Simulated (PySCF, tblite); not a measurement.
**CH₃FLiNO, a complex of two parts: NMR shifts, interaction energy, infrared bands, spin-spin couplings and electronic excitations**

Wanted: the NMR shifts, interaction energy, infrared bands, spin-spin couplings and electronic excitations for `[Li][F]` with `NC=O`.

Programs: tblite 0.8.0 and PySCF 2.14.0. All values are calculated, for the isolated system unless a continuum is named. Atoms count from 0, parts from 1.

## Step 1: The system as given

8 atoms, charge 0, multiplicity 1; geometry: rigid parts in contact. Parts: 1 = atoms 0–1, `[Li][F]`, charge 0; 2 = atoms 2–7, `NC=O`, charge 0.

## Step 2: Bringing the parts together with GFN2-xTB

Job settings and geometry (Å):

```
{"job": {"kind": "dock", "xc": "GFN2-xTB", "basis": "xTB"}, "charge": 0, "multiplicity": 1, "parts": [{"atoms": "0-1", "charge": 0, "multiplicity": 1}, {"atoms": "2-7", "charge": 0, "multiplicity": 1}]}
Li    -0.346620    -0.675350     0.042469
F      0.346620     0.675350    -0.042469
N     -1.871580    -1.064566    -3.686631
C     -2.628851    -1.161509    -2.577321
O     -2.202058    -1.173029    -1.454453
H     -2.264972    -1.055459    -4.609651
H     -0.871251    -0.995519    -3.585655
H     -3.707016    -1.230384    -2.814547
```

Level: GFN2-xTB search for minima from random contacts, gas phase.

Command:

```console
$ OMP_NUM_THREADS=1 python cluster_run.py task.json out
```

One launch serves the whole session: the jobs run in the order shown.

**Question.** The jobs that follow are: PBE0-D3(BJ)/def2-SVPD geometry optimisation, gas phase; GIAO PBE0/pcSseg-2 NMR shielding, non-relativistic, gas phase; wB97M-D3(BJ)/def2-TZVPD interaction energy, counterpoise and uncorrected, gas phase; PBE0-D3(BJ)/def2-TZVPD interaction energy, counterpoise and uncorrected, gas phase; PBE0-D3(BJ)/def2-SVPD harmonic vibrations by differences of gradients, gas phase; B3LYP/pcJ-1 indirect spin-spin coupling, non-relativistic, gas phase; TDDFT CAM-B3LYP/def2-SVPD, vertical, gas phase, core orbitals frozen in the response. Predict: binding energy (GFN2-xTB); point group; rotational constants (main isotopes); shieldings of C, H, Li, F, N, O (PBE0/pcSseg-2); largest proton shift on binding; interaction energy, counterpoise (wB97M-D3(BJ)/def2-TZVPD); superposition error; binding energy (with deformation); strongest single infrared mode (PBE0-D3(BJ)/def2-SVPD); largest coupling of the table (B3LYP/pcJ-1); lowest singlet (CAM-B3LYP/def2-SVPD); brightest single state of those computed; lowest triplet.

The runs gave:

| quantity | value |
| --- | --- |
| binding energy (GFN2-xTB) | -26.21 kcal/mol |
| point group | Cs |
| rotational constants (main isotopes) | 9.27, 4.41, 2.99 GHz |
| shieldings of C, H, Li, F, N, O (PBE0/pcSseg-2) | C3 7.1, H6 16.3, H7 23.1, H5 25.8, Li0 89.1, F1 335.4, N2 109.9, O4 17.6 ppm |
| largest proton shift on binding | H6, +10.29 ppm |
| interaction energy, counterpoise (wB97M-D3(BJ)/def2-TZVPD) | -39.02 kcal/mol |
| superposition error | 0.21 kcal/mol |
| binding energy (with deformation) | -34.19 kcal/mol |
| strongest single infrared mode (PBE0-D3(BJ)/def2-SVPD) | 2781 cm⁻¹ |
| largest coupling of the table (B3LYP/pcJ-1) | 1J(C,H) C3–H7, 193.3 Hz |
| lowest singlet (CAM-B3LYP/def2-SVPD) | 6.21 eV (200 nm), f = 0.001 |
| brightest single state of those computed | state 4, 7.40 eV, f = 0.152 |
| lowest triplet | 5.28 eV |
| range of the interaction energy over the runs of this table | -40.58 to -39.02 kcal/mol |

What this shows: On relaxing, metal atoms bound new neighbours (Li0–O4). In the one minimum found, at its xTB geometry, the leading contact, judged by the atoms' radii, is Li0···O4 (bond, 1.89 Å). Further contacts there: H6···F1 (hydrogen bond, 1.83 Å). A later relaxation moves these distances. The start of the PBE0/def2-SVPD relaxation was shaken at random by about 0.01 Å, so part of the energy gained, and of the first lengths quoted, undoes that. Over 11 steps the energy fell by 0.246 eV; of the close pairs, Li0–F1 changed most, 1.574 to 1.675 Å. At PBE0/pcSseg-2: The largest span, 515 ppm, is at O4, where the paramagnetic term is -385 ppm. On binding (GIAO PBE0/pcSseg-2 NMR shielding, non-relativistic, gas phase), H6 moves most among the protons, 10.29 ppm downfield. No mode is imaginary at PBE0-D3(BJ)/def2-SVPD; the softest lies at 181 cm⁻¹. The interaction energy runs from -40.58 (PBE0-D3(BJ)/def2-TZVPD) to -39.02 kcal/mol (wB97M-D3(BJ)/def2-TZVPD).
